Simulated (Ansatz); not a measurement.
# SiC (Moissanite 3C): a point defect seen from the nuclei (Nb on a C site), part 3 of 3

Wanted: the field gradients around Nb on a C site in SiC (Moissanite 3C), cell charge +1, before and after the neighbours move. The cell is a supercell built from a COD entry. Planned: a single point, then a relaxation, then a check of n_extra_bands with xc.

Ansatz 0.2.0; DFT, PBE, plane-wave PAW, default files, scalar-relativistic, as far as a step names no other. Earlier steps stand in the parts before.

## Step 4: Settings changed: scf.n_extra_bands = 2, hamiltonian.xc = rpbe

Contents of input.yaml:

```yaml
crystal:
  lattice:
    - [0.0, 6.537, 6.537]
    - [6.537, 0.0, 6.537]
    - [6.537, 6.537, 0.0]
  atoms:
    - { symbol: Si, position: [0.0, 0.0, 0.0] }
    - { symbol: Si, position: [0.0, 0.0, 0.3333333333] }
    - { symbol: Si, position: [0.0, 0.0, 0.6666666667] }
    - { symbol: Si, position: [0.0, 0.3333333333, 0.0] }
    - { symbol: Si, position: [0.0, 0.3333333333, 0.3333333333] }
    - { symbol: Si, position: [0.0, 0.3333333333, 0.6666666667] }
    - { symbol: Si, position: [0.0, 0.6666666667, 0.0] }
    - { symbol: Si, position: [0.0, 0.6666666667, 0.3333333333] }
    - { symbol: Si, position: [0.0, 0.6666666667, 0.6666666667] }
    - { symbol: Si, position: [0.3333333333, 0.0, 0.0] }
    - { symbol: Si, position: [0.3333333333, 0.0, 0.3333333333] }
    - { symbol: Si, position: [0.3333333333, 0.0, 0.6666666667] }
    - { symbol: Si, position: [0.3333333333, 0.3333333333, 0.0] }
    - { symbol: Si, position: [0.3333333333, 0.3333333333, 0.3333333333] }
    - { symbol: Si, position: [0.3333333333, 0.3333333333, 0.6666666667] }
    - { symbol: Si, position: [0.3333333333, 0.6666666667, 0.0] }
    - { symbol: Si, position: [0.3333333333, 0.6666666667, 0.3333333333] }
    - { symbol: Si, position: [0.3333333333, 0.6666666667, 0.6666666667] }
    - { symbol: Si, position: [0.6666666667, 0.0, 0.0] }
    - { symbol: Si, position: [0.6666666667, 0.0, 0.3333333333] }
    - { symbol: Si, position: [0.6666666667, 0.0, 0.6666666667] }
    - { symbol: Si, position: [0.6666666667, 0.3333333333, 0.0] }
    - { symbol: Si, position: [0.6666666667, 0.3333333333, 0.3333333333] }
    - { symbol: Si, position: [0.6666666667, 0.3333333333, 0.6666666667] }
    - { symbol: Si, position: [0.6666666667, 0.6666666667, 0.0] }
    - { symbol: Si, position: [0.6666666667, 0.6666666667, 0.3333333333] }
    - { symbol: Si, position: [0.6666666667, 0.6666666667, 0.6666666667] }
    - { symbol: Nb, position: [0.0833333333, 0.0833333333, 0.0833333333] }
    - { symbol: C, position: [0.0833333333, 0.0833333333, 0.4166666667] }
    - { symbol: C, position: [0.0833333333, 0.0833333333, 0.75] }
    - { symbol: C, position: [0.0833333333, 0.4166666667, 0.0833333333] }
    - { symbol: C, position: [0.0833333333, 0.4166666667, 0.4166666667] }
    - { symbol: C, position: [0.0833333333, 0.4166666667, 0.75] }
    - { symbol: C, position: [0.0833333333, 0.75, 0.0833333333] }
    - { symbol: C, position: [0.0833333333, 0.75, 0.4166666667] }
    - { symbol: C, position: [0.0833333333, 0.75, 0.75] }
    - { symbol: C, position: [0.4166666667, 0.0833333333, 0.0833333333] }
    - { symbol: C, position: [0.4166666667, 0.0833333333, 0.4166666667] }
    - { symbol: C, position: [0.4166666667, 0.0833333333, 0.75] }
    - { symbol: C, position: [0.4166666667, 0.4166666667, 0.0833333333] }
    - { symbol: C, position: [0.4166666667, 0.4166666667, 0.4166666667] }
    - { symbol: C, position: [0.4166666667, 0.4166666667, 0.75] }
    - { symbol: C, position: [0.4166666667, 0.75, 0.0833333333] }
    - { symbol: C, position: [0.4166666667, 0.75, 0.4166666667] }
    - { symbol: C, position: [0.4166666667, 0.75, 0.75] }
    - { symbol: C, position: [0.75, 0.0833333333, 0.0833333333] }
    - { symbol: C, position: [0.75, 0.0833333333, 0.4166666667] }
    - { symbol: C, position: [0.75, 0.0833333333, 0.75] }
    - { symbol: C, position: [0.75, 0.4166666667, 0.0833333333] }
    - { symbol: C, position: [0.75, 0.4166666667, 0.4166666667] }
    - { symbol: C, position: [0.75, 0.4166666667, 0.75] }
    - { symbol: C, position: [0.75, 0.75, 0.0833333333] }
    - { symbol: C, position: [0.75, 0.75, 0.4166666667] }
    - { symbol: C, position: [0.75, 0.75, 0.75] }
total_charge: 1
kpoints:
  mp_grid: { grid: [3, 3, 3] }
scf:
  occupations: { method: fermi_dirac, width: 0.01 }
  n_extra_bands: 2
hamiltonian:
  xc: rpbe
  pseudopotentials: { kind: paw }
output:
  forces: true
  stress: true
  populations: true
  efg: { quadrupole_moments_barn: { Nb: -0.32 }, contact_densities: true }
```

Launch:

```console
ansatz run input.yaml --threads 1 --pin off --max-ram 3072MiB --backend cpu --events-out ev --progress --plain --runs-dir out
```

Output:

```text
Warning: RAYON_NUM_THREADS=1 ignored (pool sized by the plan → 1); use --threads N
scf.n_extra_bands = 2 over 112 filled bands (N_el = 224.0): the run solves 114 bands
Nb: output.efg is read without spin–orbit coupling, which moves field gradients at and beside such atoms by some per cent and up to a factor of two; PAW files take it under magnetization.noncollinear and magnetization.spin_orbit
Engine: ansatz 0.2.0, aarch64-unknown-linux-gnu
Pseudopotentials: kind: paw
Pseudopotential: Si, paw, valence charge 4, recommended cutoff 420 eV (normal), Si.paw.azcp
Pseudopotential: Nb, paw, valence charge 13, recommended cutoff 420 eV (normal), Nb.paw.azcp
Pseudopotential: C, paw, valence charge 4, recommended cutoff 420 eV (normal), C.paw.azcp
Functional definition: RPBE
  parameter kappa = 0.804
  parameter beta = 0.06672455060314922
  exchange = rpbe_x(kappa = kappa, mu = beta*pi^2/3)
  correlation = pbe_c(beta = beta)
Crystal: 54 atoms, lattice volume = 558.683 Å³
Basis set: ecut = 420 eV, 10969 PW (Γ), exchange–correlation on 128×128×128 points (8 copies of the dense FFT grid, shifted against one another)
Bands: 114, of which v1, the nominal top of the filled ones, is band 112 counted from 1 (111 counted from 0)
Symmetry: 24 space group operations
Space group: F-43m (ITA 216), of the structure as read, at distance tolerance 8.2e-5 Å
k-points: 4 of 27 (time reversal used)
Non-local potential: Si, projectors of the file, l = 0: 2, l = 1: 2, l = 2: 2
Non-local potential: Nb, projectors of the file, l = 0: 3, l = 1: 2, l = 2: 2, l = 3: 1
Non-local potential: C, projectors of the file, l = 0: 2, l = 1: 2, l = 2: 1
PAW form: soft (Blöchl's): semilocal exchange-correlation on the pseudo side does not see the compensation charge
PAW frozen core: Si, regenerated for the run's functional, and the local potential with it (the file was generated under x = pbe(κ = 0.804, μ = 0.2195149727645171), c = pbe(β = 0.06672455060314922))
PAW frozen core: Nb, regenerated for the run's functional, and the local potential with it (the file was generated under x = pbe(κ = 0.804, μ = 0.2195149727645171), c = pbe(β = 0.06672455060314922))
PAW frozen core: C, regenerated for the run's functional, and the local potential with it (the file was generated under x = pbe(κ = 0.804, μ = 0.2195149727645171), c = pbe(β = 0.06672455060314922))
PAW one-centre angular grid: Si, 110 points (default); XC on 64 Gauss nodes
PAW one-centre angular grid: Nb, 590 points (default); XC on 64 Gauss nodes
PAW one-centre angular grid: C, 110 points (default); XC on 64 Gauss nodes
Initial density: superposition of atomic densities (neutral atoms scaled as one to the charged cell's electrons: chi_scale 0, normalization atom), corrected by the library's trained network
Initial wavefunctions: pseudopotential atomic-orbital guess
Functional: x = rpbe, c = pbe(β = 0.06672455060314922)
SCF iter   1: F=—  HF=-28363.960282 eV  |F-HF|=—  |Δ(HF+E_count)|=         —  Δρ=1.04e-2  dr2=6.17e-1  ethr=1.77e-3  ⟨swp⟩=6.5  Hψ=2457  notcnv=0
preconditioner: auto → Resta (q_TF=auto, 2.343 Å⁻¹)  ε∞=14.3  [insulator: Δε(μ)=0.074 eV  Ē_g=6.341 eV  σ=0.010 eV  W_gap=0.60  n_scr=112 (ndim 8)  ℏωp=23.1 eV  f_vac=0.000  D(μ)=47.34/eV (n_scr^D=536)  ε∞_Penn≈14.3]
SCF iter   2: F=—  HF=-28363.865859 eV  |F-HF|=—  |Δ(HF+E_count)|=   9.44e-2  Δρ=6.07e-3  dr2=2.34e-1  ethr=2.75e-4  ⟨swp⟩=1.8  Hψ=606  notcnv=0
SCF iter   3: F=—  HF=-28363.823343 eV  |F-HF|=—  |Δ(HF+E_count)|=   4.25e-2  Δρ=8.55e-4  dr2=5.42e-3  ethr=1.05e-4  ⟨swp⟩=2.0  Hψ=908  notcnv=0
SCF iter   4: F=—  HF=-28363.823671 eV  |F-HF|=—  |Δ(HF+E_count)|=   3.28e-4  Δρ=3.18e-4  dr2=7.76e-4  ethr=2.42e-6  ⟨swp⟩=2.0  Hψ=722  notcnv=0
SCF iter   5: F=—  HF=-28363.823809 eV  |F-HF|=—  |Δ(HF+E_count)|=   1.38e-4  Δρ=7.68e-5  dr2=5.80e-5  ethr=3.46e-7  ⟨swp⟩=2.0  Hψ=801  notcnv=0
SCF iter   6: F=—  HF=-28363.824016 eV  |F-HF|=—  |Δ(HF+E_count)|=   2.07e-4  Δρ=2.55e-5  dr2=4.63e-6  ethr=2.59e-8  ⟨swp⟩=2.0  Hψ=863  notcnv=0
SCF iter   7: F=—  HF=-28363.824018 eV  |F-HF|=—  |Δ(HF+E_count)|=   1.50e-6  Δρ=6.06e-6  dr2=3.45e-7  ethr=2.07e-9  ⟨swp⟩=2.0  Hψ=886  notcnv=0
SCF iter   8: F=-28363.824018 eV  HF=-28363.824018 eV  |F-HF|=1.15e-8  |Δ(HF+E_count)|=   7.57e-8  Δρ=2.18e-6  dr2=4.13e-8  ethr=4.46e-11  ⟨swp⟩=4.0  Hψ=1786  notcnv=0
SCF 1 converged in 8 iterations: F = -28363.824018 eV  dr2 = 4.13e-8
SCF converged after 8 iterations
Free energy (F): -28363.824018 eV
Harris-Foulkes:  -28363.824018 eV  (|F-HF|=1.15e-8)
Internal energy: -28363.812282 eV  (E = F + TS)
E sigma→0 (E₀):  -28363.818150 eV
Entropy (-TS):   -0.011735 eV (-0.217 meV/atom)
Fermi energy:    10.243120 eV
--- Per-component energies (eV) ---
[... 16 lines left out ...]
--- Forces (eV/Å), atoms counted from 1 ---
  atom   1  Si    -8.84624748    -8.84624748    -8.84624748
  atom   2  Si     8.84624748     8.84624748    -8.84624748
  atom   3  Si    -0.00000000    -0.00000000    -0.80216934
  atom   4  Si     8.84624748    -8.84624748     8.84624748
  atom   5  Si     0.34255509    -0.07559363    -0.07559363
  atom   6  Si     0.07559363    -0.34255509    -0.07559363
[... 48 lines left out ...]
  max |Σ_I F_I| component: 3.43e-15 eV/Å
--- Stress (GPa, compression-positive) ---
       19.613771      -0.000000      -0.000000
       -0.000000      19.613771       0.000000
        0.000000       0.000000      19.613771
  P = ⅓ Tr σ = 19.6138 GPa (196.138 kbar)
--- PAW observables at the nuclei: V_zz in 10²¹ V/m², potentials from the cell's mean, atoms counted from 1 ---
  atom   1  Si V_zz =    +0.622055   η = 0.0000   by run symmetry: allowed
            electrostatic potential = -1363.378902 V   contact ρ = 12825.851986 e/Å³
  atom   2  Si V_zz =    +0.622055   η = 0.0000   by run symmetry: allowed
            electrostatic potential = -1363.378902 V   contact ρ = 12825.851986 e/Å³
  atom   3  Si V_zz =    +1.269134   η = 0.0987   by run symmetry: allowed
            electrostatic potential = -1362.354488 V   contact ρ = 12820.561520 e/Å³
  atom   4  Si V_zz =    +0.622055   η = 0.0000   by run symmetry: allowed
            electrostatic potential = -1363.378902 V   contact ρ = 12825.851986 e/Å³
  atom   5  Si V_zz =    -0.349675   η = 0.3991   by run symmetry: allowed
            electrostatic potential = -1362.510496 V   contact ρ = 12820.304823 e/Å³
  atom   6  Si V_zz =    -0.349675   η = 0.3991   by run symmetry: allowed
            electrostatic potential = -1362.510496 V   contact ρ = 12820.304823 e/Å³
  atom   7  Si V_zz =    +1.269134   η = 0.0987   by run symmetry: allowed
            electrostatic potential = -1362.354488 V   contact ρ = 12820.561520 e/Å³
  atom   8  Si V_zz =    -0.349675   η = 0.3991   by run symmetry: allowed
            electrostatic potential = -1362.510496 V   contact ρ = 12820.304823 e/Å³
  atom   9  Si V_zz =    +1.269134   η = 0.0987   by run symmetry: allowed
            electrostatic potential = -1362.354488 V   contact ρ = 12820.561520 e/Å³
  atom  10  Si V_zz =    +0.622055   η = 0.0000   by run symmetry: allowed
            electrostatic potential = -1363.378902 V   contact ρ = 12825.851986 e/Å³
  atom  11  Si V_zz =    -0.349675   η = 0.3991   by run symmetry: allowed
            electrostatic potential = -1362.510496 V   contact ρ = 12820.304823 e/Å³
  atom  12  Si V_zz =    -0.349675   η = 0.3991   by run symmetry: allowed
            electrostatic potential = -1362.510496 V   contact ρ = 12820.304823 e/Å³
  atom  13  Si V_zz =    -0.349675   η = 0.3991   by run symmetry: allowed
            electrostatic potential = -1362.510496 V   contact ρ = 12820.304823 e/Å³
  atom  14  Si V_zz =    -0.000000   η = 0.0000   by run symmetry: forbidden
            electrostatic potential = -1362.620453 V   contact ρ = 12820.176337 e/Å³
  atom  15  Si V_zz =    -0.349675   η = 0.3991   by run symmetry: allowed
            electrostatic potential = -1362.510496 V   contact ρ = 12820.304823 e/Å³
  atom  16  Si V_zz =    -0.349675   η = 0.3991   by run symmetry: allowed
            electrostatic potential = -1362.510496 V   contact ρ = 12820.304823 e/Å³
  atom  17  Si V_zz =    -0.349675   η = 0.3991   by run symmetry: allowed
            electrostatic potential = -1362.510496 V   contact ρ = 12820.304823 e/Å³
  atom  18  Si V_zz =    +0.060482   η = 0.0000   by run symmetry: allowed
            electrostatic potential = -1362.616560 V   contact ρ = 12820.162149 e/Å³
  atom  19  Si V_zz =    +1.269134   η = 0.0987   by run symmetry: allowed
            electrostatic potential = -1362.354488 V   contact ρ = 12820.561520 e/Å³
  atom  20  Si V_zz =    -0.349675   η = 0.3991   by run symmetry: allowed
            electrostatic potential = -1362.510496 V   contact ρ = 12820.304823 e/Å³
  atom  21  Si V_zz =    +1.269134   η = 0.0987   by run symmetry: allowed
            electrostatic potential = -1362.354488 V   contact ρ = 12820.561520 e/Å³
  atom  22  Si V_zz =    -0.349675   η = 0.3991   by run symmetry: allowed
            electrostatic potential = -1362.510496 V   contact ρ = 12820.304823 e/Å³
  atom  23  Si V_zz =    -0.349675   η = 0.3991   by run symmetry: allowed
            electrostatic potential = -1362.510496 V   contact ρ = 12820.304823 e/Å³
  atom  24  Si V_zz =    +0.060482   η = 0.0000   by run symmetry: allowed
            electrostatic potential = -1362.616560 V   contact ρ = 12820.162149 e/Å³
  atom  25  Si V_zz =    +1.269134   η = 0.0987   by run symmetry: allowed
            electrostatic potential = -1362.354488 V   contact ρ = 12820.561520 e/Å³
  atom  26  Si V_zz =    +0.060482   η = 0.0000   by run symmetry: allowed
            electrostatic potential = -1362.616560 V   contact ρ = 12820.162149 e/Å³
  atom  27  Si V_zz =    +0.060482   η = 0.0000   by run symmetry: allowed
            electrostatic potential = -1362.616560 V   contact ρ = 12820.162149 e/Å³
  atom  28  Nb V_zz =    -0.000000   η = 0.0000   by run symmetry: forbidden   C_q = +0.0000 MHz
            electrostatic potential = -6140.142549 V   contact ρ = 541148.831237 e/Å³
  atom  29  C  V_zz =    +1.434955   η = 0.1457   by run symmetry: allowed
            electrostatic potential = -418.794551 V   contact ρ = 869.895046 e/Å³
  atom  30  C  V_zz =    +1.434955   η = 0.1457   by run symmetry: allowed
            electrostatic potential = -418.794551 V   contact ρ = 869.895046 e/Å³
  atom  31  C  V_zz =    +1.434955   η = 0.1457   by run symmetry: allowed
            electrostatic potential = -418.794551 V   contact ρ = 869.895046 e/Å³
  atom  32  C  V_zz =    -0.090568   η = 0.0000   by run symmetry: allowed
            electrostatic potential = -419.106183 V   contact ρ = 869.287106 e/Å³
  atom  33  C  V_zz =    +1.434955   η = 0.1457   by run symmetry: allowed
            electrostatic potential = -418.794551 V   contact ρ = 869.895046 e/Å³
  atom  34  C  V_zz =    +1.434955   η = 0.1457   by run symmetry: allowed
            electrostatic potential = -418.794551 V   contact ρ = 869.895046 e/Å³
  atom  35  C  V_zz =    +1.434955   η = 0.1457   by run symmetry: allowed
            electrostatic potential = -418.794551 V   contact ρ = 869.895046 e/Å³
  atom  36  C  V_zz =    -0.114058   η = 0.0000   by run symmetry: allowed
            electrostatic potential = -419.088094 V   contact ρ = 869.301158 e/Å³
  atom  37  C  V_zz =    +1.434955   η = 0.1457   by run symmetry: allowed
            electrostatic potential = -418.794551 V   contact ρ = 869.895046 e/Å³
  atom  38  C  V_zz =    -0.090568   η = 0.0000   by run symmetry: allowed
            electrostatic potential = -419.106183 V   contact ρ = 869.287106 e/Å³
  atom  39  C  V_zz =    +1.434955   η = 0.1457   by run symmetry: allowed
            electrostatic potential = -418.794551 V   contact ρ = 869.895046 e/Å³
  atom  40  C  V_zz =    -0.090568   η = 0.0000   by run symmetry: allowed
            electrostatic potential = -419.106183 V   contact ρ = 869.287106 e/Å³
  atom  41  C  V_zz =    -0.090568   η = 0.0000   by run symmetry: allowed
            electrostatic potential = -419.106183 V   contact ρ = 869.287106 e/Å³
  atom  42  C  V_zz =    -0.031734   η = 0.4523   by run symmetry: allowed
            electrostatic potential = -419.161357 V   contact ρ = 869.278690 e/Å³
  atom  43  C  V_zz =    +1.434955   η = 0.1457   by run symmetry: allowed
            electrostatic potential = -418.794551 V   contact ρ = 869.895046 e/Å³
  atom  44  C  V_zz =    -0.031734   η = 0.4523   by run symmetry: allowed
            electrostatic potential = -419.161357 V   contact ρ = 869.278690 e/Å³
  atom  45  C  V_zz =    -0.031734   η = 0.4523   by run symmetry: allowed
            electrostatic potential = -419.161357 V   contact ρ = 869.278690 e/Å³
  atom  46  C  V_zz =    +1.434955   η = 0.1457   by run symmetry: allowed
            electrostatic potential = -418.794551 V   contact ρ = 869.895046 e/Å³
  atom  47  C  V_zz =    +1.434955   η = 0.1457   by run symmetry: allowed
            electrostatic potential = -418.794551 V   contact ρ = 869.895046 e/Å³
  atom  48  C  V_zz =    -0.114058   η = 0.0000   by run symmetry: allowed
            electrostatic potential = -419.088094 V   contact ρ = 869.301158 e/Å³
  atom  49  C  V_zz =    +1.434955   η = 0.1457   by run symmetry: allowed
            electrostatic potential = -418.794551 V   contact ρ = 869.895046 e/Å³
  atom  50  C  V_zz =    -0.031734   η = 0.4523   by run symmetry: allowed
            electrostatic potential = -419.161357 V   contact ρ = 869.278690 e/Å³
  atom  51  C  V_zz =    -0.031734   η = 0.4523   by run symmetry: allowed
            electrostatic potential = -419.161357 V   contact ρ = 869.278690 e/Å³
  atom  52  C  V_zz =    -0.114058   η = 0.0000   by run symmetry: allowed
            electrostatic potential = -419.088094 V   contact ρ = 869.301158 e/Å³
  atom  53  C  V_zz =    -0.031734   η = 0.4523   by run symmetry: allowed
            electrostatic potential = -419.161357 V   contact ρ = 869.278690 e/Å³
  atom  54  C  V_zz =    -0.114058   η = 0.0000   by run symmetry: allowed
            electrostatic potential = -419.088094 V   contact ρ = 869.301158 e/Å³
--- Band table (eV) ---
[... 4 lines left out ...]
--- Löwdin populations: 54 sites ---
  site symbol       q [e]
[... 54 lines left out ...]
  spilling = 0.009864 (of n_electrons = 224.000000)
```

It took 59 s on 1 thread of Arm Neoverse V1, shared host; peak memory 0.91 GiB.

State: no gap over 0.1 eV on the mesh, largest force 15.322 eV/Å, pressure 19.6 GPa.

Beside the values of step 2 (V_zz in 10²¹ V/m²):

```tsv
site	atoms	V_zz, PBE	V_zz, new settings	η, PBE	η, new settings
Nb	28	0.00	0.00	–	–
Si1	1, 2, 4, …	0.58	0.62	0.00	0.00
C29	29, 30, 31, …	1.44	1.43	0.15	0.15
Si5	5, 6, 8, …	-0.35	-0.35	0.42	0.40
C42	42, 44, 45, …	-0.032	-0.032	0.49	0.45
Si3	3, 7, 9, …	1.28	1.27	0.10	0.10
C36	36, 48, 52, …	-0.11	-0.11	0.00	0.00
C32	32, 38, 40, …	-0.090	-0.091	0.00	0.00
Si18	18, 24, 26, …	0.060	0.060	0.00	0.00
Si14	14	0.00	0.00	–	–
```

The sizes of the gradients above 0.15 moved by 0.5 % in the median, 7 % at the site that moves most (small gradients counted from 0.15; Si1, 0.58 to 0.62).

## Step 5: Summary of results

This closing draws on all 3 parts.

```
                                                                               quantity                                                                                                                                                       value
                                                                         state (step 3)                                                                                 no gap over 0.1 eV on the mesh, largest force 0.023 eV/Å, pressure 12.2 GPa
                                                       V_zz by site, step 3 (10²¹ V/m²)                                                                       Nb 0.00, Si1 -2.68, C29 0.78, Si5 -0.69, C42 0.023, Si3 1.46, C32 0.050, C36 -0.20, …
                                                   step 3 (ions relaxed) against step 2  59 % in the median, over a factor of two at the site that moves most (small gradients counted from 0.15; Si1, 0.58 to -2.68), with a change of sign at Si1
step 4 (scf.n_extra_bands = 2, hamiltonian.xc = rpbe) against step 2, before relaxation                                                 0.5 % in the median, 7 % at the site that moves most (small gradients counted from 0.15; Si1, 0.58 to 0.62)
```

What this shows: The largest gradient sits at Si1 (3 C at 1.85 Å). The runs allow no spin. The relaxation kept the symmetry F-43m, so a distorted place of lower energy may have been missed. With states at the Fermi level, this mesh doesn't settle the gradients near the defect. Relaxing moved atoms by up to 0.45 Å and single gradients by over a factor of two in size at the worst site (59 % in the median) (gradients over 0.15 counted), so at some sites the starting positions were a poor guide. The run isn't spin-polarised, and a state with spin may lie lower. The defect repeats with the cell of 54 atoms, so it feels its images: sites between two images don't show the values beside a lone defect, and zeros or small values of η there can come from the images' arrangement. The relaxation keeps the site symmetry -43m of the start, so the impurity can't leave its site; a distortion that would localise the carrier isn't explored. A uniform background compensates the cell's charge. The defect cell has no gap above 0.1 eV on its mesh, so the values hang on the smearing and the k-mesh. The cell keeps the host's lattice, where the PBE pressure is 12 GPa (in a charged cell this depends on the convention for the mean potential). The program warns that gradients near heavy atoms lack spin–orbit coupling.
